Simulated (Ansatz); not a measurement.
**C3H7NSi: up Jacob's ladder to CCSD(T)**

The task here is to estimate one member of a computed series from the others.

Computed with Ansatz 0.2.0, Gaussian basis. Level: functionals in def2-TZVPP, the program's frozen cores in correlated methods.

Levels to be run: LDA (SPW92), PBE-D4, revPBE-D4, BLYP-D4, r2SCAN-D4, B97M-V, PBE0-D4, B3LYP-D4, r2SCANh-D4, r2SCAN0-D4, HSE06-D4, BHLYP-D4, CAM-B3LYP-D4, LC-ωPBE, ωB97X-V, ωB97M-V, B2PLYP, PBE-QIDH; CCSD(T)/def2-SVP; CCSD(T)/def2-TZVPP; MP2/def2-QZVPP; extrapolation to the limit; RPA on PBE.

### The relaxed structure

All runs share one geometry, relaxed beforehand with PBE0-D4 in a triple-zeta def2 set.

SMILES `C[SiH](C)C#N`, 12 atoms, charge 0, spin multiplicity 1.

Atoms are counted from 1 here; the program's logs count them from 0.

Bond lengths: C1–Si2 1.860 Å, C1–H6 1.092 Å, C1–H7 1.093 Å, C1–H8 1.092 Å, Si2–C3 1.860 Å, Si2–C4 1.862 Å, Si2–H9 1.484 Å, C3–H10 1.092 Å, C3–H11 1.093 Å, C3–H12 1.092 Å, C4–N5 1.152 Å. Angles: Si2–C1–H6 111.0°, Si2–C1–H7 110.3°, Si2–C1–H8 110.8°, H6–C1–H7 108.2°, H6–C1–H8 108.2°, H7–C1–H8 108.2°, C1–Si2–C3 113.6°, C1–Si2–C4 107.5°, C1–Si2–H9 111.3°, C3–Si2–C4 107.5°, C3–Si2–H9 111.3°, C4–Si2–H9 105.2°, Si2–C3–H10 110.8°, Si2–C3–H11 110.2°, Si2–C3–H12 111.0°, H10–C3–H11 108.2°, H10–C3–H12 108.2°, H11–C3–H12 108.2° and more.

Set-up of the first run:

File in.yaml:

```yaml
crystal:
  periodic: [false, false, false]
  atoms:
    - {symbol: C, position_ang: [-1.574048, -0.409472, -0.327548]}
    - {symbol: Si, position_ang: [-0.024638, 0.197693, 0.504333]}
    - {symbol: C, position_ang: [1.505817, -0.728371, -0.006997]}
    - {symbol: C, position_ang: [0.209680, 1.980005, 0.019476]}
    - {symbol: N, position_ang: [0.355554, 3.077018, -0.301314]}
    - {symbol: H, position_ang: [-2.437619, 0.188657, -0.030438]}
    - {symbol: H, position_ang: [-1.768258, -1.449405, -0.053053]}
    - {symbol: H, position_ang: [-1.478247, -0.354766, -1.414198]}
    - {symbol: H, position_ang: [-0.176463, 0.213786, 1.980883]}
    - {symbol: H, position_ang: [1.646655, -0.678569, -1.088962]}
    - {symbol: H, position_ang: [1.424954, -1.780012, 0.279454]}
    - {symbol: H, position_ang: [2.393712, -0.311665, 0.472364]}
basis:
  gaussian: {orbitals: def2-TZVPP}
hamiltonian: {xc: lda}
output: {orbitals: {seedname: orbitals}}
```

Among the steps run: LDA; PBE-D4 (GGA); revPBE-D4 (GGA); BLYP-D4 (GGA); r2SCAN-D4 (meta-GGA); B97M-V (meta-GGA); PBE0-D4 (hybrid); B3LYP-D4 (hybrid); r2SCANh-D4 (hybrid); r2SCAN0-D4 (hybrid); HSE06-D4 (hybrid); BHLYP-D4 (hybrid); CAM-B3LYP-D4 (range-separated); LC-ωPBE-D4 (range-separated; the results give it without D4); ωB97X-V (range-separated); ωB97M-V (range-separated); B2PLYP (double hybrid); PBE-QIDH (double hybrid).

One of the session's tables, all rows but one given; the rest of the session is left out.

It belongs to the step «Orbital energies across the functionals». 

```
  functional  HOMO (eV)  gap (eV)
 LDA (SPW92)      -8.08      6.69
      PBE-D4          ?         ?
   revPBE-D4      -7.87      6.80
     BLYP-D4      -7.79      6.76
   r2SCAN-D4      -8.22      7.29
      B97M-V      -8.25      7.32
     PBE0-D4      -9.24      9.06
    B3LYP-D4      -9.01      8.58
  r2SCANh-D4      -8.70      8.14
  r2SCAN0-D4      -9.44      9.40
    HSE06-D4      -8.84      8.27
    BHLYP-D4     -10.45     11.23
CAM-B3LYP-D4     -10.64     11.52
     LC-ωPBE     -12.04     14.13
     ωB97X-V     -11.64     13.59
     ωB97M-V     -11.49     13.18
```

**Question.** Estimate the row for PBE-D4.

As computed: HOMO (eV): -7.93; gap (eV): 6.77. In the column «HOMO (eV)» it lies between LDA (SPW92) (-8.08) and revPBE-D4 (-7.87).
